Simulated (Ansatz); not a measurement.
# AsH₃+ (doublet): from Hartree-Fock to the top rungs at distance As1–H3 = 1.806 Å, 6-31G

How much of the correlation energy of AsH₃+ (doublet) does each wave-function method recover here?

Method: 6-31G, core rule «outside noble gas», up to 14 orbitals frozen; program: Ansatz 0.2.0, Gaussian basis.

To be run: UHF; CCSD(T) on ROHF; CCSD(T) on UHF; BCCD(T) on ROHF; CISD; CCSDT(Q) on ROHF; CCSDT(Q) on UHF; CASSCF and MRCISD+Q, 3 electrons in 3 orbitals; CASSCF and NEVPT2, 3 electrons in 3 orbitals; CASSCF and MRCISD+Q, 7 electrons in 7 orbitals; CASSCF and NEVPT2, 7 electrons in 7 orbitals; Full CI.

15 further runs of the same task are left out: 1 for a known fault of the program, 10 that didn't finish, 4 set aside as unsound or not needed.

### 1 The geometry

The geometry derives from a PBE0/def2-TZVP stationary point (not a proven minimum). One bond is set to the value named and the two fragments are kept rigid. No spin-orbit coupling is included. The filled d shell of As may be among the frozen orbitals whatever the setting's name suggests; the logs give the count.

4 atoms, charge 1, spin multiplicity 2.

Atoms are counted from 1 here; the program's logs count them from 0.

Bond lengths: As1–H2 1.497 Å, As1–H4 1.497 Å. Angles: H2–As1–H4 112.5°.

### 2 UHF

The input, in.yaml:

```yaml
crystal:
  periodic: [false, false, false]
  atoms:
    - {symbol: As, position_ang: [0.002008, -0.003320, -0.017295]}
    - {symbol: H, position_ang: [1.438120, 0.010443, 0.404827]}
    - {symbol: H, position_ang: [-0.880848, 1.490956, 0.482044]}
    - {symbol: H, position_ang: [-0.706517, -1.254614, 0.398697]}
basis:
  gaussian: {orbitals: 6-31G}
total_charge: 1
magnetization: {spin_polarized: true, initial_magnetization: 1}
hamiltonian: {xc: hf}
output: {orbitals: {seedname: orbitals}}
```

On the command line:

```
ansatz run in.yaml --threads 1 --pin off --events-out ev --progress --plain --max-ram 2393MiB
```

The runs that follow: CCSD(T) on ROHF; CCSD(T) on UHF; BCCD(T) on ROHF; CISD; CCSDT(Q) on ROHF; CCSDT(Q) on UHF; CASSCF and MRCISD+Q, 3 electrons in 3 orbitals; CASSCF and NEVPT2, 3 electrons in 3 orbitals; CASSCF and MRCISD+Q, 7 electrons in 7 orbitals; CASSCF and NEVPT2, 7 electrons in 7 orbitals; Full CI.

**Question.** What will the summary of the whole plan be? Wanted: FCI below the RHF energy; RMP2 from FCI; UMP2 from FCI; RCCSD from FCI; RCCSD(T) from FCI; UCCSD(T) from FCI; RCCSDT(Q) from FCI; UCCSDT(Q) from FCI; NEVPT2 pair from FCI.

As calculated:

| quantity | value |
| --- | --- |
| FCI below the RHF energy | -2.2444 eV |
| RMP2 from FCI | +65.9 kJ/mol |
| UMP2 from FCI | +65.2 kJ/mol |
| RCCSD from FCI | +4.2 kJ/mol |
| RCCSD(T) from FCI | +1.2 kJ/mol |
| UCCSD(T) from FCI | +1.1 kJ/mol |
| RCCSDT(Q) from FCI | 0.0 kJ/mol |
| UCCSDT(Q) from FCI | -0.1 kJ/mol |
| NEVPT2 pair from FCI | +44.3 kJ/mol |
| MRCISD+Q pair from FCI | -0.7 kJ/mol |
| NEVPT2 valence from FCI | +11.2 kJ/mol |
| levels within 1 kcal/mol (43 meV) | RCCSD, UCCSD, RCCSD(T), UCCSD(T), BCCD(T), RCCSDT, UCCSDT, RCCSDT(Q), UCCSDT(Q), MRCISD+Q pair, MRCISD valence, MRCISD+Q valence |
| T1 diagnostic | 0.012 |
| effectively unpaired electrons | 1.05 |

**Reading.** RCCSD(T) misses by +1.2 kJ/mol, 0.6 % of the correlation energy. MRCISD+Q pair falls below full CI: the +Q correction isn't variational, and the cores differ from full CI's. One determinant dominates. Of the multireference levels listed MRCISD+Q valence comes nearest in total energy (+0.6 kJ/mol), which doesn't show that its space is the better one. These misses are within one basis, not against nature; the frozen cores of restricted and unrestricted runs differ, which can shift their rows.
